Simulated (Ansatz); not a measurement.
# C₆H₁₈ClGeN₃: small, medium and large basis sets

One table from this session's results is given with a row withheld; the runs are named, their logs left out.

Method: one geometry, several basis sets; program: Ansatz 0.2.0, Gaussian basis.

Levels to be run: PBE0-D4/def2-SVP; ωB97M-V/def2-SVP; PBE0-D4/def2-QZVPP; ωB97M-V/def2-QZVPP; the functionals' def2-TZVPP values are taken from earlier runs.

### The relaxed structure

An earlier PBE0-D4 in a triple-zeta def2 set relaxation fixed the geometry.

SMILES `C[N](C)[Ge]([Cl])([N](C)C)[N](C)C`, 29 atoms, charge 0, spin multiplicity 1.

Atoms are counted from 1 here; the program's logs count them from 0.

Bond lengths: C1–N2 1.445 Å, C1–H12 1.097 Å, C1–H13 1.092 Å, C1–H14 1.102 Å, N2–C3 1.442 Å, N2–Ge4 1.827 Å, C3–H15 1.102 Å, C3–H16 1.090 Å, C3–H17 1.097 Å, Ge4–Cl5 2.170 Å, Ge4–N6 1.810 Å, Ge4–N9 1.827 Å, N6–C7 1.444 Å, N6–C8 1.444 Å, C7–H18 1.100 Å, C7–H19 1.091 Å, C7–H20 1.097 Å, C8–H21 1.091 Å and more. Angles: N2–C1–H12 110.0°, N2–C1–H13 110.6°, N2–C1–H14 112.9°, H12–C1–H13 107.7°, H12–C1–H14 107.3°, H13–C1–H14 108.1°, C1–N2–C3 113.1°, C1–N2–Ge4 117.0°, C3–N2–Ge4 121.2°, N2–C3–H15 112.9°, N2–C3–H16 110.7°, N2–C3–H17 109.8°, H15–C3–H16 108.3°, H15–C3–H17 107.3°, H16–C3–H17 107.7°, N2–Ge4–Cl5 105.5°, N2–Ge4–N6 106.1°, N2–Ge4–N9 120.1° and more.

Set-up of the first run:

in.yaml reads:

```yaml
crystal:
  periodic: [false, false, false]
  atoms:
    - {symbol: C, position_ang: [-1.815373, 0.793807, 1.294054]}
    - {symbol: N, position_ang: [-0.399549, 0.658391, 1.551200]}
    - {symbol: C, position_ang: [-0.104813, 0.292661, 2.914765]}
    - {symbol: Ge, position_ang: [0.642003, 0.073616, 0.169407]}
    - {symbol: Cl, position_ang: [2.678727, 0.120780, 0.916762]}
    - {symbol: N, position_ang: [0.343173, 1.216756, -1.202337]}
    - {symbol: C, position_ang: [0.271503, 2.634571, -0.936685]}
    - {symbol: C, position_ang: [0.872028, 0.906251, -2.509859]}
    - {symbol: N, position_ang: [0.406926, -1.606286, -0.509121]}
    - {symbol: C, position_ang: [-0.870650, -1.888059, -1.123789]}
    - {symbol: C, position_ang: [0.992514, -2.758619, 0.130555]}
    - {symbol: H, position_ang: [-2.237530, 1.587820, 1.923075]}
    - {symbol: H, position_ang: [-1.992915, 1.066525, 0.251552]}
    - {symbol: H, position_ang: [-2.380125, -0.127671, 1.506795]}
    - {symbol: H, position_ang: [-0.564979, -0.663474, 3.211031]}
    - {symbol: H, position_ang: [0.971880, 0.215773, 3.068137]}
    - {symbol: H, position_ang: [-0.484853, 1.063283, 3.596990]}
    - {symbol: H, position_ang: [1.247829, 3.129001, -1.049203]}
    - {symbol: H, position_ang: [-0.082775, 2.814433, 0.079148]}
    - {symbol: H, position_ang: [-0.425502, 3.115553, -1.634142]}
    - {symbol: H, position_ang: [0.956346, -0.173400, -2.639986]}
    - {symbol: H, position_ang: [0.205833, 1.295795, -3.289639]}
    - {symbol: H, position_ang: [1.866665, 1.347462, -2.672244]}
    - {symbol: H, position_ang: [-1.617140, -2.267570, -0.408197]}
    - {symbol: H, position_ang: [-0.751779, -2.648848, -1.905628]}
    - {symbol: H, position_ang: [-1.278131, -0.990328, -1.593781]}
    - {symbol: H, position_ang: [1.157690, -3.550881, -0.610175]}
    - {symbol: H, position_ang: [1.958935, -2.506169, 0.567389]}
    - {symbol: H, position_ang: [0.354358, -3.179375, 0.923927]}
basis:
  gaussian: {orbitals: def2-SVP}
hamiltonian: {xc: pbe0, dispersion: d4}
output: {orbitals: {seedname: orbitals}}
```

Launch:

```bash
$ ansatz run in.yaml --threads 11 --pin off --events-out ev --progress --plain --max-ram 174080MiB --backend cpu
```

Steps of the session up to this table: PBE0-D4 in def2-SVP; ωB97M-V in def2-SVP; PBE0-D4 in def2-QZVPP; ωB97M-V in def2-QZVPP.

One of the session's tables, all rows but one given; the rest of the session is left out.

It belongs to the step «Density functionals: the series». 

```
functional       basis  HOMO (eV)  LUMO (eV)
   PBE0-D4    def2-SVP      -5.93       1.06
   PBE0-D4  def2-TZVPP      -6.04       0.65
   PBE0-D4  def2-QZVPP      -6.06       0.36
   ωB97M-V    def2-SVP          ?          ?
   ωB97M-V  def2-TZVPP      -8.33       2.13
   ωB97M-V  def2-QZVPP      -8.35       1.52
```

**Question.** Estimate the row for ωB97M-V, def2-SVP.

The run gave: HOMO (eV): -8.22; LUMO (eV): 2.87. In the column «HOMO (eV)» it lies between ωB97M-V, def2-TZVPP (-8.33) and PBE0-D4, def2-QZVPP (-6.06).
